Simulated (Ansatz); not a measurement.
**CCSDT(Q)/STO-3G run of AlCl2F (SMILES [F][Al]([Cl])[Cl])**

What is the electronic atomisation energy of AlCl2F at CCSDT(Q)/STO-3G? 

The results are computed with Ansatz 0.2.0.

61 further runs of the same task are left out: 5 that didn't finish, 56 set aside as unsound or not needed.

## Step 1: The structure to begin with

AlCl2F: 4 atoms, total charge 0, spin state singlet. As SMILES, `[F][Al]([Cl])[Cl]`. Geometry: relaxed at PBE0-D4/def2-TZVP.

Bond lengths: F1–Al2 1.633 Å, Al2–Cl3 2.065 Å, Al2–Cl4 2.065 Å. Angles: F1–Al2–Cl3 119.2°, F1–Al2–Cl4 119.2°, Cl3–Al2–Cl4 121.5°.

## Step 2: The energy at CCSDT(Q)/STO-3G

The input, molecule.yaml:

```yaml
crystal:
  periodic: [false, false, false]
  atoms:
    - {symbol: F, position_ang: [0.087420, 0.388220, 1.682350]}
    - {symbol: Al, position_ang: [0.004800, 0.021530, 0.093600]}
    - {symbol: Cl, position_ang: [1.223040, -1.463690, -0.663450]}
    - {symbol: Cl, position_ang: [-1.315270, 1.053930, -1.112510]}
basis:
  gaussian:
    orbitals: STO-3G
correlation:
  method: ccsdt_q
  frozen_orbitals: {Al: 5, Cl: 5, F: 1}
accuracy: high
scf:
  omitted_lower_state_checks: [cluster_reference, increment]
```

Run with:

```bash
ansatz run molecule.yaml --threads 1 --pin off --max-ram 3480MiB --events-out events.jsonl --progress --plain --runs-dir runs
```

Output, cut to the lines that bear on the results:

```text
Warning: RAYON_NUM_THREADS=1 ignored (pool sized by the plan → 1); use --threads N
Functional definition: HF
  name "HF"
[...]
603 factors; integrals over basis functions are off by at most 2.8e-8 eV
[...]
mean field -33917.39838949 eV, -1246.4414007754 hartree, gradient 6.1e-8 eV, S^2 0.000000; 0 other end points of the search recorded, 0 dependent functions left out
16 core orbitals not correlated: weight in the atoms' cores, before any rotation towards them, 0.999 or more for the frozen orbitals, at most 0.000 for the correlated occupied ones
reference -33917.39838949 eV, -1246.4414007754 hartree; 12, 12 occupied and 4, 4 virtual orbitals, 603 factors
second order -1.29914723 eV of doubles, -0.00000000 eV of singles
cycle   1  -1.38504264 eV  change   -8.6e-2 eV  update   8.2e-2
[...]
cycle  23  -1.66488048 eV  change    1.8e-9 eV  update   1.9e-9
perturbative correction -0.00516226 eV, -0.0001897096 hartree
Total energy: -33919.06843223 eV, -1246.5027737140 hartree
Checks for a lower state left out: cluster_reference, increment
```

Wall time 0.81 s (1 thread of Arm Neoverse V1, shared host).

## Step 3: The Al atom at the same level

The input, run.yaml:

```yaml
crystal:
  periodic: [false, false, false]
  atoms:
    - {symbol: Al, position_ang: [0.000000, 0.000000, 0.000000]}
basis:
  gaussian: {orbitals: STO-3G}
total_charge: 0
magnetization: {spin_polarized: true, initial_magnetization: 1}
correlation: {method: ccsdt_q, frozen_orbitals: {Al: 5}}
accuracy: high
scf: {omitted_lower_state_checks: [cluster_reference, increment]}
```

Run the same way, it converges to -238.88392 Eh (log not shown).

## Step 4: The Cl atom at the same level

The input, molecule.yaml:

```yaml
crystal:
  periodic: [false, false, false]
  atoms:
    - symbol: Cl
      position_ang: [0.000000, 0.000000, 0.000000]
basis:
  gaussian: {orbitals: STO-3G}
correlation: {method: ccsdt_q, frozen_orbitals: {Cl: 5}}
scf: {omitted_lower_state_checks: [cluster_reference, increment]}
magnetization: {spin_polarized: true, initial_magnetization: 1}
accuracy: high
```

Run the same way, it converges to -454.54219 Eh (log not shown).

## Step 5: The F atom, same level

The input, input.yaml:

```yaml
crystal:
  periodic: [false, false, false]
  atoms:
    - {symbol: F, position_ang: [0.000000, 0.000000, 0.000000]}
basis:
  gaussian:
    orbitals: STO-3G
magnetization:
  spin_polarized: true
  initial_magnetization: 1
correlation:
  method: ccsdt_q
  frozen_orbitals: {F: 1}
scf:
  omitted_lower_state_checks: [cluster_reference, increment]
accuracy: high
```

Run with:

```bash
ansatz run input.yaml --threads 1 --pin off --max-ram 3480MiB --events-out events.jsonl --progress --plain --runs-dir runs
```

Output, cut to the lines that bear on the results:

```text
Warning: RAYON_NUM_THREADS=1 ignored (pool sized by the plan → 1); use --threads N
[... 2 set-up lines as earlier in the session ...]
[...]
15 factors; integrals over basis functions are off by at most 1.2e-9 eV
[...]
mean field -2666.34863534 eV, -97.9865050328 hartree, gradient 0.0e0 eV, S^2 0.750000; 2 other end points of the search recorded, 0 dependent functions left out
1 core orbitals not correlated: weight in the atoms' cores, before any rotation towards them, 1.000 or more for the frozen orbitals, at most 0.000 for the correlated occupied ones
reference -2666.34863534 eV, -97.9865050328 hartree; 4, 3 occupied and 0, 1 virtual orbitals, 15 factors
second order 0.00000000 eV of doubles, 0.00000000 eV of singles
cycle   1  0.00000000 eV  change     0.0e0 eV  update    0.0e0
cycle   2  0.00000000 eV  change     0.0e0 eV  update    0.0e0
perturbative correction 0.00000000 eV, 0.0000000000 hartree
Total energy: -2666.34863534 eV, -97.9865050328 hartree
Checks for a lower state left out: cluster_reference, increment
```

Run time: 0.2 s. Hardware: 1 thread of Arm Neoverse V1, shared host.

## Step 6: Summary of results

Level: CCSDT(Q)/STO-3G, 16 core orbitals frozen.

```
                                              quantity           value
                                molecule: total energy  -1246.50277 Eh
molecule: correlation energy (16 core orbitals frozen)       -61.4 mEh
                               molecule: T1 diagnostic           0.012
                                 Al atom: total energy   -238.88392 Eh
  Al atom: correlation energy (5 core orbitals frozen)       -25.6 mEh
            Al atom: ⟨S²⟩ of the reference determinant           0.750
                                Al atom: T1 diagnostic           0.000
                                 Cl atom: total energy   -454.54219 Eh
  Cl atom: correlation energy (5 core orbitals frozen)         0.0 mEh
            Cl atom: ⟨S²⟩ of the reference determinant           0.750
                                Cl atom: T1 diagnostic           0.000
                                  F atom: total energy    -97.98651 Eh
    F atom: correlation energy (1 core orbital frozen)         0.0 mEh
             F atom: ⟨S²⟩ of the reference determinant           0.750
                                 F atom: T1 diagnostic           0.000
                         electronic atomisation energy       14.911 eV
```

In words: Taking the molecule apart into free atoms costs 14.91 eV (344 kcal/mol), before zero-point energy and without spin-orbit coupling. In a minimal basis such a difference can be off by several eV, whatever the method.
